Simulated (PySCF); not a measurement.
**A gas-phase reaction: ClCu + FH → CuF + ClH**

Wanted: the reaction energy for `[Cl][Cu]` + `F` → `[F][Cu]` + `Cl`.

Programs: PySCF 2.14.0. All values are calculated, for the isolated system unless a continuum is named. Atoms count from 0, parts from 1.

## 1. Starting point

Each species was relaxed by itself at PBE0-D3(BJ)/def2-SVPD.

## 2. Reaction energy: wB97M-D3(BJ)/def2-TZVPD

The job: settings as JSON, then the geometry in Å.

```
{"job": {"kind": "react", "xc": "wB97M-D3(BJ)", "basis": "def2-TZVPD"}, "charge": 0, "multiplicity": 1}
-1 ClCu charge 0 multiplicity 1
Cl     0.063830     0.961190     0.410890
Cu    -0.057660    -0.960140    -0.410910

-1 FH charge 0 multiplicity 1
F      0.459080    -0.028610     0.010460
H     -0.459080     0.028610    -0.010460

+1 CuF charge 0 multiplicity 1
F      0.049180     0.812910     0.349980
Cu    -0.039140    -0.813310    -0.350070

+1 ClH charge 0 multiplicity 1
Cl     0.644680     0.008140    -0.002030
H     -0.643440    -0.006980     0.002900
```

Level: wB97M-D3(BJ)/def2-TZVPD reaction energy of separated species, gas phase.

On the command line:

```sh
> OMP_NUM_THREADS=1 python cluster_run.py task.json out
```

The driver reads the jobs from task.json and runs them one after another.

The log of the run:

```text
species 1 (ClCu)
coarse grid: 13760 points
cycle   1  E = -2100.4540594580  dE = -4.562e-02  |g| = 2.173e+00  |ddm| = 1.233e+00
cycle   2  E = -2099.7268085172  dE =  7.273e-01  |g| = 3.860e+00  |ddm| = 1.895e+00
cycle   3  E = -2100.8492294216  dE = -1.122e+00  |g| = 2.232e-01  |ddm| = 1.100e+00
cycle   4  E = -2100.8551861596  dE = -5.957e-03  |g| = 3.990e-02  |ddm| = 1.642e-01
cycle   5  E = -2100.8555079790  dE = -3.218e-04  |g| = 1.236e-02  |ddm| = 3.142e-02
cycle   6  E = -2100.8555751079  dE = -6.713e-05  |g| = 3.667e-03  |ddm| = 1.889e-02
cycle   7  E = -2100.8555951760  dE = -2.007e-05  |g| = 1.616e-03  |ddm| = 1.376e-02
cycle   8  E = -2100.8555977141  dE = -2.538e-06  |g| = 8.244e-04  |ddm| = 4.356e-03
final grid: 24784 points
cycle   9  E = -2100.8555131355  dE = -5.857e-07  |g| = 1.207e-03  |ddm| = 1.974e-03
cycle  10  E = -2100.8555130328  dE =  1.027e-07  |g| = 2.700e-03  |ddm| = 1.548e-03
cycle  11  E = -2100.8555135800  dE = -5.472e-07  |g| = 2.981e-04  |ddm| = 6.491e-04
cycle  12  E = -2100.8555137644  dE = -1.844e-07  |g| = 1.202e-04  |ddm| = 1.545e-03
cycle  13  E = -2100.8555137946  dE = -3.017e-08  |g| = 1.546e-05  |ddm| = 8.163e-04
cycle  14  E = -2100.8555137949  dE = -3.320e-10  |g| = 2.617e-06  |ddm| = 7.235e-05
converged SCF energy = -2100.8555137949

species 2 (FH)
coarse grid: 7776 points
cycle   1  E = -100.4688193328  dE = -9.407e-02  |g| = 4.644e-01  |ddm| = 6.197e-01
cycle   2  E = -100.4725007401  dE = -3.681e-03  |g| = 5.038e-01  |ddm| = 3.808e-01
cycle   3  E = -100.5053137146  dE = -3.281e-02  |g| = 2.574e-02  |ddm| = 1.678e-01
cycle   4  E = -100.5053896917  dE = -7.598e-05  |g| = 5.006e-03  |ddm| = 1.077e-02
cycle   5  E = -100.5053943327  dE = -4.641e-06  |g| = 4.334e-04  |ddm| = 3.766e-03
final grid: 16976 points
cycle   6  E = -100.5053933949  dE = -6.405e-08  |g| = 1.054e-04  |ddm| = 8.215e-04
cycle   7  E = -100.5053933983  dE = -3.450e-09  |g| = 7.989e-05  |ddm| = 2.175e-04
cycle   8  E = -100.5053933991  dE = -8.361e-10  |g| = 2.075e-05  |ddm| = 3.730e-05
converged SCF energy = -100.5053933991

species 3 (CuF)
coarse grid: 12744 points
cycle   1  E = -1740.0130582819  dE = -1.128e-01  |g| = 2.236e+00  |ddm| = 1.202e+00
cycle   2  E = -1738.9984709169  dE =  1.015e+00  |g| = 4.135e+00  |ddm| = 1.827e+00
cycle   3  E = -1740.4498515265  dE = -1.451e+00  |g| = 2.677e-01  |ddm| = 1.209e+00
cycle   4  E = -1740.4517454908  dE = -1.894e-03  |g| = 2.138e-01  |ddm| = 1.520e-01
cycle   5  E = -1740.4575181114  dE = -5.773e-03  |g| = 2.214e-02  |ddm| = 7.873e-02
cycle   6  E = -1740.4576790708  dE = -1.610e-04  |g| = 4.801e-03  |ddm| = 2.755e-02
cycle   7  E = -1740.4577114991  dE = -3.243e-05  |g| = 2.249e-03  |ddm| = 1.506e-02
cycle   8  E = -1740.4577163578  dE = -4.859e-06  |g| = 1.238e-03  |ddm| = 5.572e-03
final grid: 24648 points
cycle   9  E = -1740.4576385545  dE = -9.416e-07  |g| = 1.904e-03  |ddm| = 2.284e-03
cycle  10  E = -1740.4576380400  dE =  5.145e-07  |g| = 4.410e-03  |ddm| = 2.260e-03
cycle  11  E = -1740.4576394522  dE = -1.412e-06  |g| = 4.747e-04  |ddm| = 9.496e-04
cycle  12  E = -1740.4576399108  dE = -4.586e-07  |g| = 7.421e-05  |ddm| = 3.072e-03
cycle  13  E = -1740.4576399197  dE = -8.893e-09  |g| = 5.069e-05  |ddm| = 3.753e-04
cycle  14  E = -1740.4576399207  dE = -9.518e-10  |g| = 1.055e-05  |ddm| = 9.408e-05
converged SCF energy = -1740.4576399207

species 4 (ClH)
coarse grid: 8792 points
cycle   1  E = -460.8503332102  dE = -8.165e-02  |g| = 2.169e-01  |ddm| = 7.239e-01
cycle   2  E = -460.8625127455  dE = -1.218e-02  |g| = 1.397e-01  |ddm| = 2.651e-01
cycle   3  E = -460.8670521549  dE = -4.539e-03  |g| = 1.358e-02  |ddm| = 9.818e-02
cycle   4  E = -460.8670932380  dE = -4.108e-05  |g| = 3.364e-03  |ddm| = 9.545e-03
cycle   5  E = -460.8670994864  dE = -6.248e-06  |g| = 8.516e-04  |ddm| = 3.915e-03
final grid: 17120 points
cycle   6  E = -460.8670682111  dE = -3.715e-07  |g| = 3.676e-04  |ddm| = 8.891e-04
cycle   7  E = -460.8670682574  dE = -4.627e-08  |g| = 1.618e-04  |ddm| = 3.981e-04
cycle   8  E = -460.8670682640  dE = -6.571e-09  |g| = 4.221e-05  |ddm| = 1.295e-04
cycle   9  E = -460.8670682653  dE = -1.315e-09  |g| = 3.973e-06  |ddm| = 6.531e-05
cycle  10  E = -460.8670682653  dE = -5.969e-12  |g| = 8.165e-07  |ddm| = 3.312e-06
converged SCF energy = -460.8670682653

Reaction energy = 22.840 kcal/mol
```

It took 3.9 s on 1 thread of Arm Neoverse V2, shared host; peak memory 0.35 GiB.

Species by species (with the dispersion term, which the log's SCF energies lack):

```csv
ν,species,energy (Eh),HOMO (eV)
-1,[Cl][Cu],-2100.85649,-9.90
-1,F,-100.50563,-14.54
+1,[F][Cu],-1740.45812,-10.18
+1,Cl,-460.86761,-11.93
```

## 3. Reaction energy: PBE0-D3(BJ)/def2-TZVPD

The job, as its differences from that of step 2:

```diff
@@ -1,2 +1,2 @@
-{"job": {"kind": "react", "xc": "wB97M-D3(BJ)", "basis": "def2-TZVPD"}, "charge": 0, "multiplicity": 1}
+{"job": {"kind": "react", "xc": "PBE0", "basis": "def2-TZVPD", "disp": "d3bj"}, "charge": 0, "multiplicity": 1}
 -1 ClCu charge 0 multiplicity 1
```

With the program's defaults for keys left out, this is: PBE0-D3(BJ)/def2-TZVPD reaction energy of separated species, gas phase.

The log of the run:

```text
species 1 (ClCu)
coarse grid: 13760 points
cycle   1  E = -2099.1361450540  dE =  8.590e-01  |g| = 3.650e+00  |ddm| = 1.548e+00
cycle   2  E = -2094.6179575615  dE =  4.518e+00  |g| = 7.132e+00  |ddm| = 5.288e+00
cycle   3  E = -2100.1988410130  dE = -5.581e+00  |g| = 1.213e+00  |ddm| = 4.901e+00
cycle   4  E = -2100.1215538713  dE =  7.729e-02  |g| = 9.264e-01  |ddm| = 1.549e+00
cycle   5  E = -2100.3753056738  dE = -2.538e-01  |g| = 6.233e-02  |ddm| = 1.065e+00
cycle   6  E = -2100.3759390914  dE = -6.334e-04  |g| = 1.870e-02  |ddm| = 5.244e-02
cycle   7  E = -2100.3760181972  dE = -7.911e-05  |g| = 6.886e-03  |ddm| = 2.008e-02
cycle   8  E = -2100.3760325939  dE = -1.440e-05  |g| = 2.443e-03  |ddm| = 8.316e-03
cycle   9  E = -2100.3760343578  dE = -1.764e-06  |g| = 1.409e-03  |ddm| = 4.288e-03
final grid: 24784 points
cycle  10  E = -2100.3760348478  dE =  8.546e-07  |g| = 3.758e-03  |ddm| = 1.816e-03
cycle  11  E = -2100.3760273927  dE =  7.455e-06  |g| = 1.051e-02  |ddm| = 3.950e-03
cycle  12  E = -2100.3760359985  dE = -8.606e-06  |g| = 1.254e-04  |ddm| = 2.790e-03
cycle  13  E = -2100.3760360016  dE = -3.145e-09  |g| = 5.853e-05  |ddm| = 1.608e-04
cycle  14  E = -2100.3760360028  dE = -1.211e-09  |g| = 5.866e-06  |ddm| = 1.228e-04
cycle  15  E = -2100.3760360029  dE = -2.365e-11  |g| = 7.787e-07  |ddm| = 2.050e-05
converged SCF energy = -2100.3760360029

species 2 (FH)
coarse grid: 1712 points
cycle   1  E = -100.3541010819  dE = -3.604e-02  |g| = 4.957e-01  |ddm| = 6.253e-01
cycle   2  E = -100.3145846540  dE =  3.952e-02  |g| = 7.430e-01  |ddm| = 5.125e-01
cycle   3  E = -100.3938234529  dE = -7.924e-02  |g| = 2.284e-02  |ddm| = 2.892e-01
cycle   4  E = -100.3938990129  dE = -7.556e-05  |g| = 4.205e-03  |ddm| = 9.787e-03
cycle   5  E = -100.3939009966  dE = -1.984e-06  |g| = 3.555e-04  |ddm| = 1.247e-03
final grid: 16976 points
cycle   6  E = -100.3948395859  dE = -1.855e-05  |g| = 3.990e-03  |ddm| = 7.497e-03
cycle   7  E = -100.3948376690  dE =  1.917e-06  |g| = 5.487e-03  |ddm| = 3.347e-03
cycle   8  E = -100.3948417408  dE = -4.072e-06  |g| = 9.944e-05  |ddm| = 2.009e-03
cycle   9  E = -100.3948417421  dE = -1.283e-09  |g| = 1.780e-05  |ddm| = 3.930e-05
cycle  10  E = -100.3948417421  dE = -4.782e-11  |g| = 3.054e-06  |ddm| = 1.026e-05
converged SCF energy = -100.3948417421

species 3 (CuF)
coarse grid: 12744 points
cycle   1  E = -1738.5677108143  dE =  1.032e+00  |g| = 3.908e+00  |ddm| = 1.590e+00
cycle   2  E = -1731.4080601792  dE =  7.160e+00  |g| = 8.375e+00  |ddm| = 4.406e+00
cycle   3  E = -1739.4409606146  dE = -8.033e+00  |g| = 2.420e+00  |ddm| = 4.007e+00
cycle   4  E = -1739.7466419639  dE = -3.057e-01  |g| = 1.432e+00  |ddm| = 1.404e+00
cycle   5  E = -1740.0618307499  dE = -3.152e-01  |g| = 1.924e-01  |ddm| = 7.098e-01
cycle   6  E = -1740.0658666869  dE = -4.036e-03  |g| = 2.547e-02  |ddm| = 8.228e-02
cycle   7  E = -1740.0659847452  dE = -1.181e-04  |g| = 4.396e-03  |ddm| = 2.633e-02
cycle   8  E = -1740.0659929658  dE = -8.221e-06  |g| = 3.666e-03  |ddm| = 7.628e-03
cycle   9  E = -1740.0659951263  dE = -2.161e-06  |g| = 1.919e-03  |ddm| = 4.631e-03
final grid: 24648 points
cycle  10  E = -1740.0659673856  dE =  1.795e-06  |g| = 5.344e-03  |ddm| = 1.951e-03
cycle  11  E = -1740.0659511946  dE =  1.619e-05  |g| = 1.542e-02  |ddm| = 5.707e-03
cycle  12  E = -1740.0659696815  dE = -1.849e-05  |g| = 2.492e-04  |ddm| = 4.053e-03
cycle  13  E = -1740.0659696903  dE = -8.823e-09  |g| = 1.155e-04  |ddm| = 1.449e-04
cycle  14  E = -1740.0659696929  dE = -2.656e-09  |g| = 1.084e-05  |ddm| = 1.734e-04
cycle  15  E = -1740.0659696930  dE = -8.413e-11  |g| = 3.247e-06  |ddm| = 3.677e-05
converged SCF energy = -1740.0659696930

species 4 (ClH)
coarse grid: 2248 points
cycle   1  E = -460.6537839340  dE = -4.644e-02  |g| = 1.882e-01  |ddm| = 7.411e-01
cycle   2  E = -460.6558526854  dE = -2.069e-03  |g| = 1.902e-01  |ddm| = 3.151e-01
cycle   3  E = -460.6653814641  dE = -9.529e-03  |g| = 1.506e-02  |ddm| = 1.513e-01
cycle   4  E = -460.6654035212  dE = -2.206e-05  |g| = 2.693e-03  |ddm| = 7.323e-03
cycle   5  E = -460.6654050690  dE = -1.548e-06  |g| = 1.111e-03  |ddm| = 2.553e-03
final grid: 17120 points
cycle   6  E = -460.6658903239  dE = -4.429e-06  |g| = 2.164e-03  |ddm| = 7.337e-03
cycle   7  E = -460.6658903534  dE = -2.950e-08  |g| = 1.795e-03  |ddm| = 2.512e-03
cycle   8  E = -460.6658909711  dE = -6.177e-07  |g| = 1.533e-04  |ddm| = 1.363e-03
cycle   9  E = -460.6658909780  dE = -6.898e-09  |g| = 2.147e-05  |ddm| = 1.086e-04
cycle  10  E = -460.6658909781  dE = -1.014e-10  |g| = 4.934e-06  |ddm| = 1.681e-05
converged SCF energy = -460.6658909781

Reaction energy = 24.759 kcal/mol
```

Wall time 2.3 s (1 thread of Arm Neoverse V2, shared host); peak memory 0.35 GiB.

Reaction energy at this level: 24.76 kcal/mol.

## 4. Reaction energy: MP2/def2-TZVPD

The job, as its differences from that of step 3:

```diff
@@ -1,2 +1,2 @@
-{"job": {"kind": "react", "xc": "PBE0", "basis": "def2-TZVPD", "disp": "d3bj"}, "charge": 0, "multiplicity": 1}
+{"job": {"kind": "react", "xc": "MP2", "basis": "def2-TZVPD"}, "charge": 0, "multiplicity": 1}
 -1 ClCu charge 0 multiplicity 1
```

Level: MP2/def2-TZVPD reaction energy of separated species, gas phase.

The log of the run:

```text
species 1 (ClCu)
final grid: 24784 points
cycle   1  E = -2098.3928205956  dE = -3.428e-01  |g| = 1.001e+00  |ddm| = 1.047e+00
cycle   2  E = -2098.3684300420  dE =  2.439e-02  |g| = 1.319e+00  |ddm| = 7.410e-01
cycle   3  E = -2098.4934210668  dE = -1.250e-01  |g| = 5.968e-02  |ddm| = 3.250e-01
cycle   4  E = -2098.4943270283  dE = -9.060e-04  |g| = 1.708e-02  |ddm| = 6.622e-02
cycle   5  E = -2098.4944609055  dE = -1.339e-04  |g| = 8.076e-03  |ddm| = 2.672e-02
cycle   6  E = -2098.4945004148  dE = -3.951e-05  |g| = 2.262e-03  |ddm| = 1.946e-02
cycle   7  E = -2098.4945050867  dE = -4.672e-06  |g| = 7.643e-04  |ddm| = 6.459e-03
cycle   8  E = -2098.4945061182  dE = -1.032e-06  |g| = 3.161e-04  |ddm| = 2.817e-03
cycle   9  E = -2098.4945063218  dE = -2.035e-07  |g| = 9.880e-05  |ddm| = 1.514e-03
cycle  10  E = -2098.4945063344  dE = -1.261e-08  |g| = 3.064e-05  |ddm| = 3.910e-04
cycle  11  E = -2098.4945063354  dE = -1.017e-09  |g| = 1.345e-05  |ddm| = 1.100e-04
cycle  12  E = -2098.4945063355  dE = -1.023e-10  |g| = 2.535e-06  |ddm| = 3.081e-05
converged SCF energy = -2098.4945063355

species 2 (FH)
final grid: 16976 points
cycle   1  E = -100.0371209289  dE = -1.649e-01  |g| = 4.007e-01  |ddm| = 6.032e-01
cycle   2  E = -100.0578883796  dE = -2.077e-02  |g| = 2.336e-01  |ddm| = 2.533e-01
cycle   3  E = -100.0646345482  dE = -6.746e-03  |g| = 2.356e-02  |ddm| = 8.091e-02
cycle   4  E = -100.0647519710  dE = -1.174e-04  |g| = 6.199e-03  |ddm| = 1.253e-02
cycle   5  E = -100.0647676814  dE = -1.571e-05  |g| = 1.459e-03  |ddm| = 5.121e-03
cycle   6  E = -100.0647689542  dE = -1.273e-06  |g| = 2.290e-04  |ddm| = 1.848e-03
cycle   7  E = -100.0647689886  dE = -3.438e-08  |g| = 1.958e-05  |ddm| = 4.211e-04
cycle   8  E = -100.0647689888  dE = -1.848e-10  |g| = 2.360e-06  |ddm| = 2.495e-05
converged SCF energy = -100.0647689888

species 3 (CuF)
final grid: 24648 points
cycle   1  E = -1738.2833275447  dE = -4.891e-01  |g| = 1.093e+00  |ddm| = 1.008e+00
cycle   2  E = -1738.2761292764  dE =  7.198e-03  |g| = 1.308e+00  |ddm| = 7.035e-01
cycle   3  E = -1738.4164292071  dE = -1.403e-01  |g| = 1.025e-01  |ddm| = 3.363e-01
cycle   4  E = -1738.4178552317  dE = -1.426e-03  |g| = 3.544e-02  |ddm| = 5.221e-02
cycle   5  E = -1738.4182566259  dE = -4.014e-04  |g| = 1.472e-02  |ddm| = 3.902e-02
cycle   6  E = -1738.4183737966  dE = -1.172e-04  |g| = 4.835e-03  |ddm| = 3.031e-02
cycle   7  E = -1738.4184029882  dE = -2.919e-05  |g| = 2.108e-03  |ddm| = 1.515e-02
cycle   8  E = -1738.4184128447  dE = -9.857e-06  |g| = 7.923e-04  |ddm| = 9.819e-03
cycle   9  E = -1738.4184141582  dE = -1.313e-06  |g| = 1.498e-04  |ddm| = 4.298e-03
cycle  10  E = -1738.4184141885  dE = -3.032e-08  |g| = 3.709e-05  |ddm| = 6.712e-04
cycle  11  E = -1738.4184141892  dE = -7.053e-10  |g| = 9.875e-06  |ddm| = 7.296e-05
converged SCF energy = -1738.4184141892

species 4 (ClH)
final grid: 17120 points
cycle   1  E = -460.0817350584  dE = -1.009e-01  |g| = 2.132e-01  |ddm| = 7.101e-01
cycle   2  E = -460.0969051230  dE = -1.517e-02  |g| = 8.401e-02  |ddm| = 2.053e-01
cycle   3  E = -460.0986384969  dE = -1.733e-03  |g| = 1.826e-02  |ddm| = 5.472e-02
cycle   4  E = -460.0988470633  dE = -2.086e-04  |g| = 6.315e-03  |ddm| = 1.638e-02
cycle   5  E = -460.0988770630  dE = -3.000e-05  |g| = 1.289e-03  |ddm| = 7.398e-03
cycle   6  E = -460.0988782791  dE = -1.216e-06  |g| = 2.808e-04  |ddm| = 1.659e-03
cycle   7  E = -460.0988783324  dE = -5.326e-08  |g| = 4.150e-05  |ddm| = 4.895e-04
cycle   8  E = -460.0988783331  dE = -7.328e-10  |g| = 7.806e-06  |ddm| = 6.177e-05
converged SCF energy = -460.0988783331

Reaction energy = 23.019 kcal/mol
```

Run time: 1 s. Hardware: 1 thread of Arm Neoverse V2, shared host; peak memory 0.35 GiB.

Reaction energy at this level: 23.02 kcal/mol.

## 5. Side by side

Energies in kcal/mol, with wall time:

| run | reaction | time |
| --- | --- | --- |
| wB97M-D3(BJ)/def2-TZVPD | 22.84 | 3.9 s |
| PBE0-D3(BJ)/def2-TZVPD | 24.76 | 2.3 s |
| MP2/def2-TZVPD | 23.02 | 1 s |

## 6. Outcome

| quantity | value |
| --- | --- |
| reaction energy (wB97M-D3(BJ)/def2-TZVPD) | 22.84 kcal/mol |
| ΔH, ΔG at 298 K (xTB thermal terms) | +21.2, +21.1 kcal/mol |
| range of the reaction energy over the runs of this table | 22.84 to 24.76 kcal/mol |

**Reading.** The reaction is endothermic by 21.2 kcal/mol in the gas phase; dispersion gives +0.12, and xTB itself gave -10.99 for the electronic energy (xTB energies and thermal terms come from the earlier relaxation of each species, not shown). No barrier was sought. xTB and this level differ widely in the electronic energy, so what comes from xTB (the thermal terms above all) is less safe here. The reaction energy runs from 22.84 (wB97M-D3(BJ)/def2-TZVPD) to 24.76 kcal/mol (PBE0-D3(BJ)/def2-TZVPD).
